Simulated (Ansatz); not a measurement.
# Be3OsC2: a trial structure relaxed

The task: take a trial cell of Be3OsC2 to zero force and stress.

Program: Ansatz 0.2.0. Level of theory: DFT PBE, scalar-relativistic, plane waves, PAW. These are calculated values, not measurements.

### 1 The system as given

Symmetry: Cmmm, No. 65, orthorhombic system. The conventional cell has a = 4.527 Å, b = 7.571 Å, c = 3.539 Å, α = 90.00°, β = 90.00°, γ = 90.00°. Be (site symmetry m2m) is surrounded by 3 Be at 2.15 to 2.44 Å and 4 C at 2.21 Å. Be (site symmetry mmm) has 4 Be at 2.15 Å and 4 C at 2.21 Å as nearest neighbours. Around Os (site symmetry mmm) lie 10 Be at 2.57 to 2.87 Å and 8 C at 2.83 Å. C (site symmetry 2/m) has 6 Be at 2.21 Å and 2 C at 2.26 Å and 4 Os at 2.83 Å as nearest neighbours.

Structure file:

```
CELL_PARAMETERS angstrom
2.26341 -3.78527 0.00000
2.26341 3.78527 0.00000
0.00000 0.00000 3.53914
ATOMIC_POSITIONS crystal
Be 0.16107 0.83893 0.00000
Be 0.83893 0.16107 0.00000
Be 0.00000 0.00000 0.50000
Os 0.50000 0.50000 0.00000
C 0.00000 0.50000 0.50000
C 0.50000 0.00000 0.50000
```

Recipe of the guess: species swapped into a database cell of CeAl2Cu3 (Cmmm, No. 65), with Os on the Ce sites, C on the Al sites and Be on the Cu sites. The dimensions are guesses.

### 2 The guess as it stands, on a coarse mesh

Input file input.yaml:

```yaml
crystal:
  lattice:
    - [2.26341082, -3.78526666, 0.0]
    - [2.26341082, 3.78526666, 0.0]
    - [0.0, 0.0, 3.53913913]
  atoms:
    - { symbol: Be, position: [0.1610669, 0.8389331, 0.0] }
    - { symbol: Be, position: [0.8389331, 0.1610669, 0.0] }
    - { symbol: Be, position: [0.0, 0.0, 0.5] }
    - { symbol: Os, position: [0.5, 0.5, 0.0] }
    - { symbol: C, position: [0.0, 0.5, 0.5] }
    - { symbol: C, position: [0.5, 0.0, 0.5] }
basis:
  ecutwfc: 420
kpoints:
  mp_grid: { grid: [4, 4, 6] }
hamiltonian:
  xc: pbe
scf:
  occupations: { method: gaussian, width: 0.1 }
  lower_state_search: "off"
output:
  forces: true
  stress: true
  eigenvalues: true
```

Run with:

```sh
ansatz run input.yaml --threads 1 --pin off --max-ram 2560MiB --backend cpu --events-out ev --progress --plain --runs-dir out
```

Further runs follow: coarse relaxation; spin check on a coarse mesh; full relaxation.

What does the calculation give? Wanted: conventional cell; volume; energy over the elements; gap on the mesh.

The runs gave:

| quantity | value |
| --- | --- |
| symmetry at the end (tolerance 0.05 Å) | space group Cmmm (No. 65) |
| conventional cell | a = 4.004 Å, b = 8.131 Å, c = 3.023 Å, α = 90.00°, β = 90.00°, γ = 90.00° |
| volume | 8.20 Å³/atom |
| energy over the elements | +1.01 eV/atom |
| gap on the mesh | none (metal) |

**Reading.** The space group Cmmm (No. 65) is kept, and the volume per atom shrinks by 18.9 % from the first guess. With a positive formation energy it can't be a ground state. No finished test with a distortion of lower symmetry is shown, so the end may be a saddle point. Spin-orbit coupling is left out for Os. Other magnetic orders were not searched.
